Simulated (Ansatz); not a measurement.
# Ge2Sb2Te5: from the listed structure to its properties

Aim: for Ge2Sb2Te5, find the equilibrium cell and compute bands, density of states and charges.

Program: Ansatz 0.2.0. Level of theory: DFT PBEsol, scalar-relativistic, plane waves, PAW. These are calculated values, not measurements.

## (1) Starting point

Symmetry: Cm, No. 8, monoclinic system. Conventional cell: a = 13.678 Å, b = 6.132 Å, c = 9.672 Å, α = 90.00°, β = 134.93°, γ = 90.00°. Ge (site symmetry m) is surrounded by 6 Te at 2.85 to 3.20 Å. Ge (site symmetry m) has 6 Te at 2.82 to 3.19 Å as nearest neighbours. Sb (site symmetry m) has 6 Te at 2.98 to 3.20 Å as nearest neighbours. Sb (site symmetry m) has 6 Te at 2.95 to 3.19 Å as nearest neighbours. Around Te (site symmetry m) lie 3 Sb at 2.98 to 3.07 Å and 2 Ge at 3.05 to 3.20 Å. Te (site symmetry m) has 2 Ge at 2.95 to 3.00 Å and 2 Sb at 3.02 to 3.06 Å as nearest neighbours. Te (site symmetry m) has 3 Ge at 2.82 to 3.07 Å and 2 Sb at 3.14 to 3.19 Å as nearest neighbours. Te (site symmetry m) has 2 Sb at 2.95 to 3.20 Å and 3 Ge at 3.07 to 3.08 Å as nearest neighbours. Only part of the 9 independent sites is listed.

Structure file:

```xyz
9
Lattice="6.8391 -3.0660 0.0000 6.8391 3.0660 0.0000 -6.8310 0.0000 6.8476" Properties=species:S:1:pos:R:3 pbc="T T T"
Ge    6.7274    0.0000    0.0756
Ge    2.6055    0.0000    1.2862
Sb   -1.3207    0.0000    2.8579
Sb    8.3181    0.0000    4.0255
Te    1.3918    0.0000    4.0888
Te   -2.7069    0.0000    5.5452
Te    0.0699    0.0000    0.0441
Te    9.5385    0.0000    1.3429
Te    5.4948    0.0000    2.6461
```

Source of the structure: the Materials Project (structure only).

(A quick probe on a coarse mesh, which set the mesh and smearing, is not shown.)

## (3) The relaxation

input.yaml

```yaml
crystal:
  lattice:
    - [6.839136, -3.066006, 0.0]
    - [6.839136, 3.066006, 0.0]
    - [-6.830977, 0.0, 6.847609]
  atoms:
    - { symbol: Ge, position: [0.497343, 0.497343, 0.011044] }
    - { symbol: Ge, position: [0.284287, 0.284287, 0.18783] }
    - { symbol: Sb, position: [0.11187, 0.11187, 0.417352] }
    - { symbol: Sb, position: [0.901708, 0.901708, 0.587873] }
    - { symbol: Te, position: [0.399959, 0.399959, 0.597118] }
    - { symbol: Te, position: [0.206519, 0.206519, 0.809803] }
    - { symbol: Te, position: [0.008324, 0.008324, 0.006435] }
    - { symbol: Te, position: [0.795288, 0.795288, 0.196112] }
    - { symbol: Te, position: [0.594702, 0.594702, 0.386433] }
basis:
  ecutwfc: 420
kpoints:
  mp_grid: { grid: [8, 8, 6] }
hamiltonian:
  xc: pbesol
scf:
  occupations: { method: gaussian, width: 0.01 }
output:
  forces: true
  stress: true
  eigenvalues: true
relax:
  adjacent_minimum: "off"
  f_tol: 0.005
  max_steps: 80
  cell: { stress_tol: 0.05 }
```

Command:

```sh
> ansatz run input.yaml --threads 2 --pin off --max-ram 5120MiB --backend cpu --events-out ev --progress --plain --runs-dir out
```

Further runs follow: bands, states and charges.

Before running it: what results should come out? Wanted: relaxed cell; volume; formation energy; gap; states at the Fermi level; Bader charges.

As calculated:

```
                                                               quantity                                                                        value
                                            relaxed cell (conventional)  a = 13.364 Å, b = 5.999 Å, c = 9.437 Å, α = 90.00°, β = 134.54°, γ = 90.00°
                                                   space group (0.01 Å)                                                                   Cm (No. 8)
                                                                 volume                                                                29.96 Å³/atom
formation energy (elements from runs with the same settings, not shown)                                                                -0.06 eV/atom
                                                                    gap                                                                 none (metal)
                                              states at the Fermi level                                                         0.04 per eV per cell
                                                          Bader charges                             Ge +0.36 to +0.38, Sb +0.51, Te -0.40 to -0.32 e
```

What this shows: Relaxation lowered the volume by 6.1 %. It comes out metallic. Of the projected weight within 0.25 eV of the Fermi level, the largest part is Te 5p (48 %) and Sb 5p (28 %). Charge transfer between the atoms is moderate (Bader charges up to 0.5 e). These runs have no spin-orbit coupling; with Sb, Te it would split and shift bands.
